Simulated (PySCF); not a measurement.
**Accurate constants of AsH, step by step**

What constants does extrapolated CCSD(T) give for AsH, and what does each step add?

The runs use PySCF 2.14.0; CCSD(T) on ROHF, scalar-relativistic core potentials.

### Step 1. Set-up

| Item | Value |
| --- | --- |
| molecule | AsH |
| state | triplet, unpaired electrons π ↑↑ |
| smaller basis | As cc-pwCVDZ-PP with ECP10, H aug-cc-pVDZ |
| larger basis | As cc-pwCVTZ-PP with ECP10, H aug-cc-pVTZ |
| frozen core orbitals | 4 |
| extrapolation | correlation as n⁻³ (n = 2, 3), Hartree–Fock as (n+1)·exp(−9√n) |
| corrections | none |
| distances (Å) | 1.3547, 1.4162, 1.4778, 1.5394, 1.6010, 1.6779, 1.7549 |
| masses (u) | 74.9216, 1.0078 |
| dissociation limit | As + H |

The run is started by

```console
OMP_NUM_THREADS=4 python comp.py task.json out
```

### Step 2. The runs

Before running it: what results should come out? Wanted: for each run, Re; ωe; ωexe; αe; De.

**Answer**, as computed:

```
                 level  Re (Å)  ωe (cm⁻¹)  ωexe (cm⁻¹)  αe (cm⁻¹)  De (eV)
CCSD(T), smaller basis  1.5298     2130.9         40.4      0.213    2.648
 CCSD(T), larger basis  1.5217     2152.3         39.2      0.213    2.815
                HF/CBS  1.5133     2274.3         32.1      0.184    1.756
               MP2/CBS  1.5049     2257.2         34.0      0.195    2.697
              CCSD/CBS  1.5162     2187.5         37.4      0.207    2.839
           CCSD(T)/CBS  1.5195     2162.2         38.7      0.212    2.875
```

**Reading.** The last step gives Re = 1.5195 Å, ωe = 2162.2 cm⁻¹ and De = 2.875 eV; the smaller basis alone is off from it by +10.4 mÅ and -0.23 eV. Near the minimum the mean field binds by 1.75 eV and correlation adds 1.12 eV of binding. T1 is 0.014. Spin–orbit coupling and excitations beyond (T) are left out.
